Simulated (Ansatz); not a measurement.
# K2GaAuF6, space group Fm-3m: a projected density of states

Program: Ansatz 0.2.0 through its Python package.

Contents of `k2gaauf6.xyz`:
```text
10
Lattice="0.0 4.388461 4.388461 4.388461 0.0 4.388461 4.388461 4.388461 0.0" Properties=species:S:1:pos:R:3 pbc="T T T"
K     2.19423050    2.19423050    2.19423050
K     6.58269150    6.58269150    6.58269150
Ga    0.00000000    0.00000000    0.00000000
Au    4.38846100    4.38846100    4.38846100
F     4.38846100    4.38846100    1.92553381
F     6.85138819    4.38846100    4.38846100
F     4.38846100    4.38846100    6.85138819
F     4.38846100    1.92553381    4.38846100
F     4.38846100    6.85138819    4.38846100
F     1.92553381    4.38846100    4.38846100
```

The script, `k2gaauf6.py`:
```python
"""Projected density of states of K2GaAuF6."""

import logging
import sys

import ansatz
import numpy as np

logging.basicConfig(stream=sys.stdout, format="%(levelname)s:%(name)s:%(message)s")
logger = logging.getLogger("k2gaauf6")
logger.setLevel(logging.INFO)

config = {
    "xc": "pbesol",
    "k_spacing": 0.26,
    "width_ev": 0.05,
    "n_empty": 26,
}

cell = ansatz.Crystal.from_extxyz("k2gaauf6.xyz")

job = (
    cell.calculation()
    .functional(config["xc"])
    .basis(21 * ansatz.Ha)
    .kpoints(spacing=config["k_spacing"])
    .occupations(ansatz.OccupationsMethod.GAUSSIAN, width=config["width_ev"])
    .scf(extra_bands=config["n_empty"])
    .density_of_states(projected=True, method="smearing", broadening_width=0.15, energy_step=0.1)
)
history = []
out = job.session().plan().execute(on_event=lambda event: history.append(event["data"]["dr2_ev"]) if event["event"] == "scf_iter" else None)
rep = out.report
print("density residual by iteration (eV):", " ".join(f"{value:.1e}" for value in history[:40]))

dos = out.density_of_states()
energy = np.asarray(dos.energies_ev) - dos.fermi_ev
curves = {}
for site in out.projected_density_of_states().sites:
    for shell in site.shells:
        weight = sum(np.sum(curve.g_bin_mean_per_ev, axis=0) for curve in shell.curves)
        name = f"{site.species} {shell.label}"
        curves[name] = curves.get(name, 0) + weight

logger.info("E-EF   " + " ".join(f"{name:>8s}" for name in curves))
for e in np.arange(-8, 6 + 0.1, 0.5):
    logger.info(f"{e:5.1f}  " + " ".join(f"{np.interp(e, energy, g):8.3f}" for g in curves.values()))
```

```console
$ python k2gaauf6.py
density residual by iteration (eV): 2.1e-01 9.6e-03 2.0e-03 1.2e-04 2.0e-05 1.2e-06 2.8e-08
INFO:k2gaauf6:E-EF       K 3S     K 4S     K 3P    Ga 4S    Ga 4P    Ga 3D    Au 5S    Au 6S    Au 5P    Au 5D     F 2S     F 2P
INFO:k2gaauf6: -8.0     0.000    0.001    0.000    0.081    0.000    0.000    0.000    0.017    0.000    0.002    0.012    0.235
INFO:k2gaauf6: -7.5     0.000    0.005    0.000    0.737    0.000    0.000    0.000    0.023    0.001    0.070    0.147    2.168
INFO:k2gaauf6: -7.0     0.000    0.000    0.000    0.000    0.000    0.000    0.000    0.000    0.000    0.000    0.000    0.000
INFO:k2gaauf6: -6.5     0.000    0.000    0.000    0.000    0.000    0.000    0.000    0.000    0.000    0.000    0.000    0.003
INFO:k2gaauf6: -6.0     0.001    0.024    0.006    0.004    0.368    0.004    0.001    0.424    0.000    0.176    0.036    4.562
INFO:k2gaauf6: -5.5     0.002    0.013    0.006    0.001    0.415    0.001    0.000    0.008    0.002    0.131    0.063    4.647
INFO:k2gaauf6: -5.0     0.000    0.001    0.000    0.000    0.000    0.000    0.000    0.001    0.000    0.002    0.000    0.028
INFO:k2gaauf6: -4.5     0.003    0.251    0.050    0.002    0.053    0.191    0.001    0.210    0.001    0.793    0.029   13.293
INFO:k2gaauf6: -4.0     0.003    0.150    0.032    0.003    0.100    0.143    0.000    0.040    0.004    0.726    0.035   13.210
INFO:k2gaauf6: -3.5     0.000    0.014    0.015    0.001    0.047    0.017    0.000    0.003    0.001    0.431    0.010   17.289
INFO:k2gaauf6: -3.0     0.000    0.001    0.001    0.000    0.003    0.001    0.000    0.000    0.000    0.033    0.001    6.820
INFO:k2gaauf6: -2.5     0.000    0.000    0.000    0.000    0.000    0.000    0.000    0.000    0.000    0.000    0.000    0.000
INFO:k2gaauf6: -2.0     0.000    0.000    0.000    0.000    0.000    0.000    0.000    0.000    0.000    0.000    0.000    0.000
INFO:k2gaauf6: -1.5     0.000    0.000    0.001    0.000    0.009    0.001    0.000    0.002    0.000    6.382    0.002    0.662
INFO:k2gaauf6: -1.0     0.000    0.002    0.001    0.042    0.002    0.001    0.000    0.007    0.000    1.330    0.030    0.121
INFO:k2gaauf6: -0.5     0.000    0.006    0.001    0.022    0.048    0.013    0.000    0.005    0.000    5.990    0.097    1.231
INFO:k2gaauf6:  0.0     0.000    0.001    0.000    0.000    0.000    0.000    0.000    0.002    0.000    0.039    0.001    0.011
INFO:k2gaauf6:  0.5     0.000    0.016    0.000    0.007    0.001    0.000    0.000    0.035    0.000    0.000    0.009    0.004
INFO:k2gaauf6:  1.0     0.001    0.047    0.001    0.019    0.004    0.000    0.000    0.118    0.000    0.002    0.026    0.022
INFO:k2gaauf6:  1.5     0.002    0.155    0.005    0.058    0.054    0.001    0.000    0.782    0.000    0.007    0.102    0.194
INFO:k2gaauf6:  2.0     0.002    0.098    0.011    0.026    0.118    0.005    0.000    1.989    0.000    0.009    0.134    0.493
INFO:k2gaauf6:  2.5     0.000    0.000    0.000    0.000    0.000    0.000    0.000    0.005    0.000    0.000    0.000    0.001
INFO:k2gaauf6:  3.0     0.000    0.000    0.000    0.000    0.000    0.000    0.000    0.000    0.000    0.000    0.000    0.000
INFO:k2gaauf6:  3.5     0.000    0.000    0.000    0.000    0.000    0.000    0.000    0.000    0.000    0.000    0.000    0.000
INFO:k2gaauf6:  4.0     0.000    0.332    0.004    0.301    0.013    0.000    0.000    0.037    0.001    0.004    0.082    0.168
INFO:k2gaauf6:  4.5     0.000    0.693    0.006    0.835    0.076    0.000    0.003    0.337    0.002    0.022    0.178    0.522
INFO:k2gaauf6:  5.0     0.000    0.279    0.001    0.317    0.068    0.000    0.002    0.199    0.001    0.009    0.065    0.217
INFO:k2gaauf6:  5.5     0.000    0.117    0.000    0.027    0.032    0.000    0.000    0.001    0.000    0.001    0.011    0.031
INFO:k2gaauf6:  6.0     0.002    1.624    0.012    0.213    0.796    0.000    0.004    0.140    0.002    0.004    0.153    0.305
```

Notes:
- Semilocal gaps usually lie well under measured ones.
- The empty d shell of the heavier alkali and alkaline-earth atoms, which makes much of a conduction band, may have no channel.
- An opening on this mesh may only mean that it misses a point where bands touch.
- The crystal has a gap of about 0.54 eV on the mesh; any density of states at or just above the Fermi level is the tail of the broadening.
- Spin-orbit coupling, which matters for elements this heavy, is left out.
- The structure comes from a database of computed cells and needn't be a stable or known phase.
- Curves are summed over the cell's atoms. Only shells that the potentials hold have channels, so projections don't add up to the total, least of all where a shell is missing (p of most metals); heights and places of peaks move with the mesh.
- The density of states is complete only as far up as bands were computed.
- By the engine's processor time: 9.7 s on 1 thread of Intel(R) Xeon(R) Processor @ 2.30GHz, with other jobs on the host, peak memory 0.81 GiB.
